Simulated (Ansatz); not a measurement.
# CHGeO+ (singlet): the correlation ladder, cc-pVDZ

The task here is to estimate one member of a computed series from the others.

Method: cc-pVDZ, core rule «outside noble gas», up to 16 orbitals frozen; program: Ansatz 0.2.0, Gaussian basis.

Plan: UHF; CCSD(T) on RHF; BCCD(T) on RHF; CISD; CCSDT(Q) on RHF; CASSCF and MRCISD+Q, 8 electrons in 8 orbitals; CASSCF and NEVPT4(SD), 8 electrons in 8 orbitals; CASSCF and NEVPT2, 8 electrons in 8 orbitals.

22 further runs of the same task are left out: 8 that didn't finish, 14 set aside as unsound or not needed. Runs told in other sessions of the task aren't counted.

**The geometry**

The geometry is a PBE0/def2-TZVP stationary point (not a proven minimum) of the parent state, kept for this charge and spin. No spin-orbit coupling is included. The filled d shell of Ge may be among the frozen orbitals whatever the setting's name suggests.

4 atoms, charge 1, spin multiplicity 1.

Atoms are counted from 1 here; the program's logs count them from 0.

Bond lengths: C1–O2 1.126 Å, Ge3–H4 1.600 Å.

Set-up of the first run:

in.yaml reads:

```yaml
crystal:
  periodic: [false, false, false]
  atoms:
    - {symbol: C, position_ang: [0.000000, -0.012354, 2.913288]}
    - {symbol: O, position_ang: [0.000000, 0.034705, 1.788286]}
    - {symbol: Ge, position_ang: [0.000000, -0.027169, -0.866924]}
    - {symbol: H, position_ang: [0.000000, 1.554329, -0.623801]}
basis:
  gaussian: {orbitals: cc-pVDZ}
total_charge: 1
magnetization: {spin_polarized: true, initial_magnetization: 0}
hamiltonian: {xc: hf}
output: {orbitals: {seedname: orbitals}}
```

Launch:

```bash
$ ansatz run in.yaml --threads 1 --pin off --events-out ev --progress --plain --max-ram 2393MiB
```

Among the steps run: UHF; CCSD(T) on RHF; BCCD(T) on RHF; CISD; CCSDT(Q) on RHF; CASSCF and MRCISD+Q, 8 electrons in 8 orbitals; CASSCF and NEVPT4(SD), 8 electrons in 8 orbitals; CASSCF and NEVPT2, 8 electrons in 8 orbitals.

One table of the session follows, with a row left open; its other results are not shown here.

```
           method  from RCCSDT(Q) (kcal/mol)
              RHF                    +239.49
             RMP2                     +27.52
             CISD                          ?
            RCCSD                      +8.47
         RCCSD(T)                      +1.15
          BCCD(T)                      +1.05
           RCCSDT                      +0.66
        RCCSDT(Q)                          0
  CASSCF frontier                    +157.69
  MRCISD frontier                     +14.54
MRCISD+Q frontier                      +0.77
```

Estimate the missing values for CISD.

**Answer.** from RCCSDT(Q) (kcal/mol): +32.51. In the column «from RCCSDT(Q) (kcal/mol)» it lies between RMP2 (+27.52) and CASSCF frontier (+157.69).

Not comparable, so not listed: CASSCF and NEVPT4(SD), 8 electrons in 8 orbitals; CASSCF and NEVPT2, 8 electrons in 8 orbitals (they don't share determinant, frozen orbitals or solution with the rows shown, or repeat one).

Caveats from the session: Warnings in the runs' records: passed over end.
